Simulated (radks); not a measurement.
**Pd³⁺ in [Kr] 4d6 5s1: an all-electron calculation**

The task here is to estimate one member of a computed series from the others.

The numbers are computed with radks (a radial shooting solver on a logarithmic mesh, Libxc functionals) version 1 (scalar-relativistic Kohn-Sham, r2SCAN, spin-unpolarised, spherical densities, finite nucleus), except any that are marked as measured or tabulated.

## Starting point

- element: palladium (Z = 46)
- charge: +3
- electrons: 43
- configuration: [Kr] 4d6 5s1
- nuclear rms radius: 4.5318 fm

The outer shells:

Pd³⁺
```
[Kr] core
4d [↑↓][↑ ][↑ ][↑ ][↑ ]
5s [↑ ]
```

Set-up of the first run:

Input:

```text
Z 46
configuration [Kr] 4d6 5s1 5p0 6s0
relativity scalar-relativistic
functional r2scan,r2scan
spin unpolarised
nucleus finite rms 4.5318 fm
c 137.035999084
```

Steps of the session up to this table: Self-consistent calculation.

One of the session's tables, all rows but one given; the rest of the session is left out.

It belongs to the step «Shells». Sizes of the orbitals, from the radial functions (bohr):

| level | <r> | outermost maximum (interpolated) | 90 % within | nodes |
| --- | --- | --- | --- | --- |
| 1s | 0.03186 | 0.0207 | 0.0571 | 0 |
| 2s | ? | ? | ? | ? |
| 2p | 0.1206 | 0.0934 | 0.196 | 0 |
| 3s | 0.3783 | 0.341 | 0.557 | 2 |
| 3p | 0.3780 | 0.335 | 0.569 | 1 |
| 3d | 0.3575 | 0.283 | 0.566 | 0 |
| 4s | 0.9358 | 0.849 | 1.35 | 3 |
| 4p | 1.017 | 0.903 | 1.49 | 2 |
| 4d | 1.268 | 1.04 | 1.95 | 1 |
| 5s | 2.342 | 2.13 | 3.35 | 4 |
| 5p | 2.696 | 2.45 | 3.86 | 3 |

**Question.** Estimate the row for 2s.

**Answer.** <r>: 0.1383; outermost maximum (interpolated): 0.117; 90 % within: 0.214; nodes: 1. In the column «<r>» it lies between 2p (0.1206) and 3d (0.3575).
